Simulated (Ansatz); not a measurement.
# Zr2BN3: the cost of one run

Program: Ansatz 0.2.0. Level of theory: DFT PBE, scalar-relativistic, plane waves, PAW. These are calculated values, not measurements.

## 1. Starting point

Symmetry: P-3m1, No. 164, trigonal system. The conventional cell has a = 3.052 Å, b = 3.052 Å, c = 7.551 Å, α = 90.00°, β = 90.00°, γ = 120.00°. Around Zr (site symmetry 3m) lie 6 N at 2.21 to 2.30 Å. Around B (site symmetry -3m) lie 6 N at 2.00 Å. Around N (site symmetry 3m) lie 3 B at 2.00 Å and 3 Zr at 2.30 Å. Around N (site symmetry -3m) lie 6 Zr at 2.21 Å.

Structure file:

```xyz
6
Lattice="3.0521 0.0000 0.0000 -1.5260 2.6432 0.0000 0.0000 0.0000 7.5506" Properties=species:S:1:pos:R:3 pbc="T T T"
Zr    0.0000    1.7621    5.1117
Zr    1.5260    0.8811    2.4389
B     0.0000    0.0000    0.0000
N     0.0000    1.7621    0.9561
N     1.5260    0.8811    6.5945
N     0.0000    0.0000    3.7753
```

The cell was relaxed beforehand at this level, from a database cell with other species swapped in; it needn't be the stable form of this composition. At a tolerance of 0.05 Å it has space group P-3m1 (No. 164); it has 10.15 Å³/atom, an uncorrected energy of -0.47 eV/atom over the elements.

## 2. Static run: bands, density of states and charges

Input file input.yaml:

```yaml
crystal:
  lattice:
    - [3.0520519941, 0.0, 0.0]
    - [-1.5260259971, 2.6431545605, 0.0]
    - [0.0, 0.0, 7.550590274]
  atoms:
    - { symbol: Zr, position: [0.3333333333, 0.6666666667, 0.6769882853] }
    - { symbol: Zr, position: [0.6666666667, 0.3333333333, 0.3230117147] }
    - { symbol: B, position: [0.0, 0.0, 0.0] }
    - { symbol: "N", position: [0.3333333333, 0.6666666667, 0.1266300407] }
    - { symbol: "N", position: [0.6666666667, 0.3333333333, 0.8733699593] }
    - { symbol: "N", position: [0.0, 0.0, 0.5] }
basis:
  ecutwfc: 420
kpoints:
  mp_grid: { grid: [12, 12, 6] }
  band_path:
    path:
      - [[0.0, 0.0, 0.0], [0.5, 0.0, 0.0], [0.33333333, 0.33333333, 0.0], [0.0, 0.0, 0.0], [0.0, 0.0, 0.5], [0.5, 0.0, 0.5], [0.33333333, 0.33333333, 0.5], [0.0, 0.0, 0.5]]
      - [[0.5, 0.0, 0.5], [0.5, 0.0, 0.0]]
      - [[0.33333333, 0.33333333, 0.5], [0.33333333, 0.33333333, 0.0]]
    npoints: 14
hamiltonian:
  xc: pbe
scf:
  occupations: { method: gaussian, width: 0.1 }
  n_extra_bands: 15
output:
  forces: true
  stress: true
  eigenvalues: true
  populations: true
  dos: { projected: true, de: 0.02, nscf_kmesh: { grid: [15, 15, 8] } }
  bader: true
  write_density: true
  write_potential: true
  elf: true
  volumetric_format: npy
```

Launch:

```sh
ansatz run input.yaml --threads 1 --pin off --max-ram 2560MiB --backend cpu --events-out ev --progress --plain --runs-dir out
```

What time and memory should one allow on 1 thread of Intel Xeon 6975P-C (Granite Rapids), shared host?

About 52 s, with a peak of 0.56 GiB.
